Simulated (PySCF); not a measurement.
# TlSe+: from the state search to spectroscopic constants

What are the lowest state that PBE0 finds, the bond length, vibrational wavenumber and bond energy of TlSe+, and how much do these hang on the method?

The runs use PySCF 2.14.0; Tl cc-pVDZ-PP with ECP60, Se cc-pVDZ-PP with ECP10, scalar-relativistic core potentials.

### 1 Input

Settings of the job:

```yaml
atoms: Tl, Se
charge: 1
basis: Tl cc-pVDZ-PP with ECP60, Se cc-pVDZ-PP with ECP10
Hamiltonian: scalar-relativistic core potentials
basis_functions: 46
electrons_treated: 44
masses_in_u: 204.9744, 79.9165
levels: PBE0, PBE, r²SCAN, B2PLYP, BP86, r²SCAN0, ωB97X, HF, MP2, SCS-MP2, CCSD, CCSD(T)
grid: 80 radial by 434 angular points
occupations: held fixed by the projection of orbital angular momentum
dissociation_limit: Tl+ + Se, each in its ground configuration
starting_distance_in_angstrom: 2.645
values_of_2S_to_try: 0, 2
```

On the command line:

```console
> OMP_NUM_THREADS=1 python dia.py task.json out
```

Further steps of the session: First curve: PBE0; Other states along the same grid; PBE (GGA); r²SCAN; B2PLYP; BP86; r²SCAN0; ωB97X (range-separated hybrid); UHF; MP2 and coupled cluster.

**Question.** What will these runs give? Wanted: for each run, Re; ωe; De; μ.

**Answer**, as computed:

Lowest PBE0 solution found, without spin–orbit coupling: ³Σ⁻ (triplet), unpaired electrons π ↑↑. State 2 has its PBE0 minimum 0.43 eV higher, as a spin-mixed determinant (⟨S²⟩ = 1.01), so this is no gap between pure states. State 3 has its PBE0 minimum 0.44 eV higher. State 4 has its PBE0 minimum 0.80 eV higher, as a spin-mixed determinant (⟨S²⟩ = 1.01), so this is no gap between pure states. The other levels ran on the lowest alone.

```tsv
level	Re (Å)	ωe (cm⁻¹)	De (eV)	μ (D)
UHF	3.520	61.1	0.343	-2.26
UHF-MP2	3.346	76.4	0.479	n/a
UHF-SCS-MP2	3.383	73.2	0.448	n/a
UHF-CCSD	3.370	74.5	0.463	n/a
UHF-CCSD(T)	3.351	76.7	0.484	n/a
PBE	3.266	86.6	0.68	-0.47
BP86	3.267	86.5	0.65	-0.49
r²SCAN	3.252	87.6	0.63	-0.67
PBE0	3.267	85.2	0.60	-0.83
r²SCAN0	3.258	85.8	0.58	-0.91
ωB97X	3.304	82.9	0.59	-1.24
B2PLYP	3.318	80.5	0.53	-1.21
```

De is counted to Tl+ + Se in their ground configurations. A positive dipole points from Tl to Se; in an ion it is taken about the centre of mass and does not tell which atom is negative.

What this shows: The methods spread over 0.268 Å in bond length, from r²SCAN to UHF. CCSD(T) can't serve as the judge here: for a weak bond in this basis it is far from its limit. Of the levels with a De here, UHF gives the least (0.343 eV) and PBE the most (0.68 eV).

Correlated steps freeze 8 core orbitals. Spin–orbit coupling is left out, which matters for elements this heavy, above all for dissociation energies. B2PLYP dipoles, levels and charges come from its SCF part alone. With spin–orbit coupling the term label itself may not hold.
